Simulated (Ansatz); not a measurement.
# Molecular dynamics of Ge

Input:

```yaml
crystal:
  lattice:
    - [0.0, 5.929923, 5.929923]
    - [5.929923, 0.0, 5.929923]
    - [5.929923, 5.929923, 0.0]
  atoms:
    - { symbol: Ge, position: [0.0, 0.0, 0.0] }
    - { symbol: Ge, position: [0.125, 0.125, 0.125] }
    - { symbol: Ge, position: [0.0, 0.0, 0.5] }
    - { symbol: Ge, position: [0.125, 0.125, 0.625] }
    - { symbol: Ge, position: [0.0, 0.5, 0.0] }
    - { symbol: Ge, position: [0.125, 0.625, 0.125] }
    - { symbol: Ge, position: [0.0, 0.5, 0.5] }
    - { symbol: Ge, position: [0.125, 0.625, 0.625] }
    - { symbol: Ge, position: [0.5, 0.0, 0.0] }
    - { symbol: Ge, position: [0.625, 0.125, 0.125] }
    - { symbol: Ge, position: [0.5, 0.0, 0.5] }
    - { symbol: Ge, position: [0.625, 0.125, 0.625] }
    - { symbol: Ge, position: [0.5, 0.5, 0.0] }
    - { symbol: Ge, position: [0.625, 0.625, 0.125] }
    - { symbol: Ge, position: [0.5, 0.5, 0.5] }
    - { symbol: Ge, position: [0.625, 0.625, 0.625] }
basis:
  ecutwfc: 420.0
kpoints:
  mp_grid: { grid: [2, 2, 2] }
hamiltonian:
  xc: pbe
  dispersion: d3bj
scf:
  occupations: { method: fermi_dirac, width: 0.36 }
  lower_state_search: "off"
md:
  timestep: 2.25
  n_steps: 90
  ensemble: nvt_langevin
  temperature: 4200.0
  initial_velocities: maxwell_boltzmann
  seed: 816832
  friction: 0.02
```

Command:

```bash
$ ansatz run input.yaml --threads 2 --pin off --max-ram 5120MiB --backend cpu --events-out ev --progress --plain --runs-dir out
```

It starts from a structure without forces on its atoms.

Output, in part (warnings, step lines):

```
WARN: dispersion: an atom stands within reach of a switch of its C6 between two reference coordination numbers of its element: through that C6 alone, e_disp changes by 0.025 eV or more while the distances to its neighbours run over a stretch of 0.05 Å that contains this geometry (sites counted from …
md step     0: t =     0.00 fs  T =  3937.5 K  F+E_penalty+E_count = -68722.73164953 eV  E_kin = 8.143380 eV  (7 SCF iters)
md step     1: t =     2.25 fs  T =  3616.7 K  F+E_penalty+E_count = -68722.70035783 eV  E_kin = 7.479866 eV  (7 SCF iters)
md step     2: t =     4.50 fs  T =  4134.2 K  F+E_penalty+E_count = -68722.60097554 eV  E_kin = 8.550201 eV  (7 SCF iters)
md step     3: t =     6.75 fs  T =  3857.4 K  F+E_penalty+E_count = -68722.42791524 eV  E_kin = 7.977816 eV  (6 SCF iters)
md step     4: t =     9.00 fs  T =  3921.6 K  F+E_penalty+E_count = -68722.19210751 eV  E_kin = 8.110551 eV  (6 SCF iters)
md step     5: t =    11.25 fs  T =  3870.9 K  F+E_penalty+E_count = -68721.89787443 eV  E_kin = 8.005665 eV  (6 SCF iters)
md step     6: t =    13.50 fs  T =  3441.6 K  F+E_penalty+E_count = -68721.55369779 eV  E_kin = 7.117774 eV  (5 SCF iters)
md step     7: t =    15.75 fs  T =  3144.5 K  F+E_penalty+E_count = -68721.19253771 eV  E_kin = 6.503300 eV  (5 SCF iters)
[... lines left out ...]
md step    89: t =   200.25 fs  T =  3306.3 K  F+E_penalty+E_count = -68717.73096165 eV  E_kin = 6.837906 eV  (6 SCF iters)
md step    90: t =   202.50 fs  T =  3199.4 K  F+E_penalty+E_count = -68717.66795637 eV  E_kin = 6.616959 eV  (7 SCF iters)
```

The steps, from the saved trajectory:

```tsv
time (fs)	T (K)	potential energy less start (eV)
0.0	3938	0.000
6.8	3857	0.304
13.5	3442	1.178
20.2	3317	2.262
27.0	3315	3.041
33.8	3549	3.695
40.5	2670	4.625
47.2	2975	5.550
54.0	4133	5.302
60.8	5397	4.757
67.5	5306	4.910
74.2	5380	5.195
81.0	4411	5.443
87.8	4344	5.885
94.5	3762	6.492
101.2	3087	6.851
108.0	2463	6.609
114.8	3606	5.903
121.5	3996	5.138
128.2	3727	4.600
135.0	3285	4.382
141.8	3206	4.434
148.5	2432	4.665
155.2	3014	4.797
162.0	2391	4.872
168.8	2880	4.804
175.5	2691	4.703
182.2	2976	4.747
189.0	2081	4.836
195.8	2799	4.913
202.5	3199	5.064
```

All steps were run. The mean temperature of the second half is 30 % below the set value. A run of 0.2 ps of so small a system gives no equilibrium averages. Limits of this set-up: coarse k mesh.

Mean squared displacements from the first frame to the last, about the centre of mass: Ge 1.12 Å².

Last frame:

```xyz
16
Lattice="0.0000 5.9299 5.9299 5.9299 0.0000 5.9299 5.9299 5.9299 0.0000" Properties=species:S:1:pos:R:3
Ge -0.674 -0.085 -1.044
Ge 0.607 1.287 1.155
Ge 2.249 2.515 -0.282
Ge 4.528 4.267 0.728
Ge 2.583 0.948 3.634
Ge 4.226 2.999 4.364
Ge 5.637 2.532 2.076
Ge 6.407 4.260 4.125
Ge -0.245 3.137 2.347
Ge 1.494 3.489 4.232
Ge 2.848 5.578 3.365
Ge 4.659 7.293 4.516
Ge 2.164 4.253 6.883
Ge 4.649 6.261 8.282
Ge 5.907 5.920 6.258
Ge 8.021 7.167 7.401
```

The run took 14 min on 2 threads of Intel(R) Xeon(R) Platinum 8488C (Sapphire Rapids), on a shared host, peak memory 1.5 GiB.
